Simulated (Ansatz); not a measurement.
# BGeHSi: the cost of one run

The runs use Ansatz 0.2.0, Gaussian basis; cc-pVTZ, core rule «outside noble gas», up to 20 orbitals frozen.

The runs, in order: UHF; CCSD(T) on ROHF; CCSD(T) on UHF; BCCD(T) on ROHF; CCSDT(Q) on ROHF; CCSDT(Q) on UHF.

6 further runs of the same task are left out: 6 set aside as unsound or not needed.

**1. What is computed**

The geometry is a PBE0/def2-TZVP stationary point (not a proven minimum) of the parent state, kept for this charge and spin. No spin-orbit coupling is included. The filled d shell of Ge may be among the frozen orbitals whatever the setting's name suggests; the logs give the count.

4 atoms, charge 1, spin multiplicity 2.

Atoms are counted from 1 here; the program's logs count them from 0.

Bond lengths: B1–Si2 1.918 Å, B1–Ge3 2.013 Å, Si2–Ge3 2.529 Å, Si2–H4 1.633 Å, Ge3–H4 1.770 Å. Angles: Si2–B1–Ge3 80.1°, B1–Si2–Ge3 51.6°, B1–Si2–H4 95.7°, Ge3–Si2–H4 44.1°, B1–Ge3–Si2 48.3°, B1–Ge3–H4 88.3°, Si2–Ge3–H4 40.0°, Si2–H4–Ge3 95.9°.

**2. UHF**

Contents of in.yaml:

```yaml
crystal:
  periodic: [false, false, false]
  atoms:
    - {symbol: B, position_ang: [0.000000, 1.332119, 0.648825]}
    - {symbol: Si, position_ang: [0.000000, -0.240648, 1.745819]}
    - {symbol: Ge, position_ang: [0.000000, -0.087114, -0.778595]}
    - {symbol: H, position_ang: [0.000000, -1.304472, 0.506468]}
basis:
  gaussian: {orbitals: cc-pVTZ}
total_charge: 1
magnetization: {spin_polarized: true, initial_magnetization: 1}
hamiltonian: {xc: hf}
output: {orbitals: {seedname: orbitals}}
```

Command:

```sh
$ ansatz run in.yaml --threads 1 --pin off --events-out ev --progress --plain --max-ram 4096MiB --backend cpu
```

Q: Estimate wall time and peak memory on 1 thread of AMD EPYC 7R13, shared host.

About 56 s, with a peak of 0.47 GiB.
